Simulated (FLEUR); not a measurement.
Runs of FLEUR MaX-R8.1 (later development tree) on GaGe. It takes space group F-43m (No. 216, cubic). The conventional cell has a = 5.796 Å, b = 5.796 Å, c = 5.796 Å, α = 90.00°, β = 90.00°, γ = 90.00°. Ge (site symmetry -43m) is surrounded by 4 Ga at 2.51 Å. Around Ga (site symmetry -43m) lie 4 Ge at 2.51 Å. The cell comes from a database or a generator and needn't be the stable form of this composition.

```csv
task,level,cell,gmax,muffin-tin radii,max iterations,mixing factor,mixer,kmax,gap on the mesh (eV),V0 of scaled cells (Å³/atom),B0 (GPa)
single point,PBEsol,as given,14.3 1/bohr,"Ge 2.13, Ga 2.13 bohr",60,0.05,Anderson,4.6 1/bohr,none,-,-
equation of state,PBEsol,as given,14.3 1/bohr,"Ge 2.13, Ga 2.13 bohr",-,-,-,4.6 1/bohr,-,23.21,57
single point,PBEsol,"atoms moved at random, drawn with an rms of 0.05 Å",14.3 1/bohr,"Ge 2.13, Ga 2.13 bohr",60,0.05,Anderson,4.6 1/bohr,none,-,-
equation of state,SCAN,as given,14.3 1/bohr,"Ge 2.13, Ga 2.13 bohr",-,-,-,4.6 1/bohr,-,23.17,(a)
```

Alike in all rows: potentials or basis all-electron, FLAPW; no spin polarisation; k mesh 8 × 8 × 8; smearing fermi-dirac 0.05 eV.

Estimate the missing entries.

(a) 58.

Caveats: the meta-GGA is that of a development version, with a GGA for the radial functions and cores and without core tails (some runs).

A k mesh can miss the band edges, and the runs leave out spin-orbit coupling on Ga, Ge.

A gap of «none» marks a metal or a gap under the smearing width.
